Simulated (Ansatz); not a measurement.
**C2H9BSSi: a ladder of functionals and wavefunction methods**

The task here is to estimate one member of a computed series from the others.

Method: functionals in def2-TZVPP, the program's frozen cores in correlated methods; program: Ansatz 0.2.0, Gaussian basis.

The runs, in order: LDA (SPW92), PBE-D4, revPBE-D4, BLYP-D4, r2SCAN-D4, B97M-V, PBE0-D4, B3LYP-D4, r2SCANh-D4, r2SCAN0-D4, HSE06-D4, BHLYP-D4, CAM-B3LYP-D4, LC-ωPBE, ωB97X-V, ωB97M-V, B2PLYP, PBE-QIDH; CCSD(T)/def2-SVP; CCSD(T)/def2-TZVPP; MP2/def2-QZVPP; extrapolation to the limit; RPA on PBE.

## The relaxed structure

All runs share one geometry, relaxed beforehand with PBE0-D4 in a triple-zeta def2 set.

14 atoms, charge 0, spin multiplicity 1.

Atoms are counted from 1 here; the program's logs count them from 0.

Bond lengths: B1–C2 1.530 Å, B1–H6 1.198 Å, B1–H7 1.199 Å, C2–C3 1.526 Å, C2–Si4 1.915 Å, C2–H8 1.096 Å, C3–H9 1.093 Å, C3–H10 1.093 Å, C3–H11 1.093 Å, Si4–S5 2.133 Å, Si4–H12 1.486 Å, Si4–H13 1.489 Å, S5–H14 1.344 Å. Angles: C2–B1–H6 120.4°, C2–B1–H7 120.3°, H6–B1–H7 119.0°, B1–C2–C3 119.5°, B1–C2–Si4 95.2°, B1–C2–H8 113.2°, C3–C2–Si4 111.3°, C3–C2–H8 113.0°, Si4–C2–H8 101.8°, C2–C3–H9 111.1°, C2–C3–H10 110.5°, C2–C3–H11 112.7°, H9–C3–H10 107.0°, H9–C3–H11 107.6°, H10–C3–H11 107.6°, C2–Si4–S5 113.4°, C2–Si4–H12 107.1°, C2–Si4–H13 112.1° and more.

The first run:

Input file in.yaml:

```yaml
crystal:
  periodic: [false, false, false]
  atoms:
    - {symbol: B, position_ang: [-0.616728, 1.574309, -0.013612]}
    - {symbol: C, position_ang: [-0.362957, 0.148658, 0.479834]}
    - {symbol: C, position_ang: [0.593362, -0.082470, 1.646118]}
    - {symbol: Si, position_ang: [0.387359, -0.473049, -1.169206]}
    - {symbol: S, position_ang: [-1.031308, -1.444104, -2.431995]}
    - {symbol: H, position_ang: [-1.532652, 1.807309, -0.750130]}
    - {symbol: H, position_ang: [0.155844, 2.452910, 0.250322]}
    - {symbol: H, position_ang: [-1.276677, -0.451814, 0.551046]}
    - {symbol: H, position_ang: [1.511524, 0.497396, 1.523979]}
    - {symbol: H, position_ang: [0.134866, 0.237585, 2.585172]}
    - {symbol: H, position_ang: [0.876964, -1.132338, 1.757645]}
    - {symbol: H, position_ang: [1.524730, -1.364852, -0.824303]}
    - {symbol: H, position_ang: [0.899223, 0.645527, -2.007561]}
    - {symbol: H, position_ang: [-1.276651, -2.444368, -1.568410]}
basis:
  gaussian: {orbitals: def2-TZVPP}
hamiltonian: {xc: lda}
output: {orbitals: {seedname: orbitals}}
```

Among the steps run: LDA; PBE-D4 (GGA); revPBE-D4 (GGA); BLYP-D4 (GGA); r2SCAN-D4 (meta-GGA); B97M-V (meta-GGA); PBE0-D4 (hybrid); B3LYP-D4 (hybrid); r2SCANh-D4 (hybrid); r2SCAN0-D4 (hybrid); HSE06-D4 (hybrid); BHLYP-D4 (hybrid); CAM-B3LYP-D4 (range-separated); LC-ωPBE (range-separated); ωB97X-V (range-separated); ωB97M-V (range-separated); B2PLYP (double hybrid); PBE-QIDH (double hybrid).

One of the session's tables, all rows but one given; the rest of the session is left out.

It belongs to the step «Frontier levels by functional». 

| functional | HOMO (eV) | gap (eV) |
| --- | --- | --- |
| LDA (SPW92) | -6.41 | 3.99 |
| PBE-D4 | -6.29 | 4.12 |
| revPBE-D4 | -6.24 | 4.18 |
| BLYP-D4 | ? | ? |
| r2SCAN-D4 | -6.55 | 4.72 |
| B97M-V | -6.68 | 4.75 |
| PBE0-D4 | -7.47 | 6.26 |
| B3LYP-D4 | -7.23 | 5.82 |
| r2SCANh-D4 | -6.98 | 5.49 |
| r2SCAN0-D4 | -7.64 | 6.63 |
| HSE06-D4 | -7.07 | 5.48 |
| BHLYP-D4 | -8.52 | 8.33 |
| CAM-B3LYP-D4 | -8.77 | 8.65 |
| LC-ωPBE | -10.16 | 11.18 |
| ωB97X-V | -9.80 | 10.73 |
| ωB97M-V | -9.65 | 10.31 |

**Question.** Estimate the row for BLYP-D4.

Worked estimate for «HOMO (eV)». Against the share of exact exchange, B3LYP-D4 (0.2, -7.23), BHLYP-D4 (0.5, -8.52) give a slope of -4.30 per unit share; at 0 the line stands at -6.37.

**Answer.** HOMO (eV): -6.12; gap (eV): 4.12. In «HOMO (eV)» the line misses by -0.25.
